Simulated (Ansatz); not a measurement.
# Si3C: the cell at several levels of theory

How does the equilibrium cell of Si3C as one 4-atom ordering (R3m) on the diamond lattice depend on the functional? It is relaxed with PBE and r2SCAN. This is a trial cell built on a prototype, not taken from a measured structure, and it needn't be the compound's ground state.

Code: Ansatz 0.2.0. PAW datasets, plane waves, zero pressure. Note: simulated data, non-magnetic, for a generated structure that need not be the stable one.

### Step 1. The structure to begin with

This is the cell as the run starts from it, not yet at rest; its lengths are not the crystal's.

Space group R3m (No. 160), trigonal; a = 3.339 Å, c = 16.360 Å in the conventional setting, 13.17 Å³ an atom. Around C lie 4 Si at 2.04 Å; around Si lie 4 Si at 2.04 Å; around Si lie 3 C at 2.04 Å and 1 Si at 2.04 Å; around Si lie 3 Si at 2.04 Å and 1 C at 2.04 Å.

As a file:

```cif
data_structure
_symmetry_space_group_name_H-M 'R3m:H'
_symmetry_Int_Tables_number 160
_cell_length_a 3.3395
_cell_length_b 3.3395
_cell_length_c 16.3600
_cell_angle_alpha 90.000
_cell_angle_beta 90.000
_cell_angle_gamma 120.000
_cell_volume 158.00
loop_
_atom_site_label
_atom_site_type_symbol
_atom_site_symmetry_multiplicity
_atom_site_Wyckoff_symbol
_atom_site_fract_x
_atom_site_fract_y
_atom_site_fract_z
_atom_site_occupancy
C1 C 3 a 0.00000 0.00000 0.00000 1
Si1 Si 3 a 0.33333 0.66667 0.16667 1
Si2 Si 3 a 0.33333 0.66667 0.04167 1
Si3 Si 3 a 0.66667 0.33333 0.20833 1
```

### Step 2. Relaxing with PBE

input.yaml reads:

```yaml
crystal:
  lattice:
    - [1.669735508, 0.964022245, 5.4533333333]
    - [-1.669735508, 0.964022245, 5.4533333333]
    - [0.0, -1.92804449, 5.4533333333]
  atoms:
    - { symbol: C, position: [1.0, 0.0, 0.0] }
    - { symbol: Si, position: [0.5, 0.5, 0.5] }
    - { symbol: Si, position: [0.375, 0.375, 0.375] }
    - { symbol: Si, position: [0.875, 0.875, 0.875] }
kpoints:
  mp_grid: { grid: [8, 8, 8] }
hamiltonian:
  xc: pbe
scf:
  occupations: { method: fermi_dirac, width: 0.02 }
relax:
  f_tol: 0.005
  cell: {}
output:
  write_density: true
  write_potential: true
  elf: true
  volumetric_format: npy
```

Command:

```sh
ansatz run input.yaml --threads 2 --pin off --max-ram 2211MiB --backend cpu --events-out ev --progress --plain --runs-dir out
```

Further steps of the session: Relaxing with r2SCAN.

Q: Predict the outcome of this session. Wanted: for each run, a; c; volume; space group; SCF geometries.

The runs gave:

| level | a (Å) | c (Å) | volume (Å³/atom) | space group | SCF geometries |
| --- | --- | --- | --- | --- | --- |
| PBE | 3.362 | 17.922 | 14.617 | R3m | 13 |
| r2SCAN | 3.397 | 17.613 | 14.670 | R3m | 10 |

**Reading.** From the start to the first minimum the volume moved by +11.0 %. PBE gives the smallest cell and r2SCAN the largest; they differ by 0.4 % in volume, a mean of 0.1 % in length.
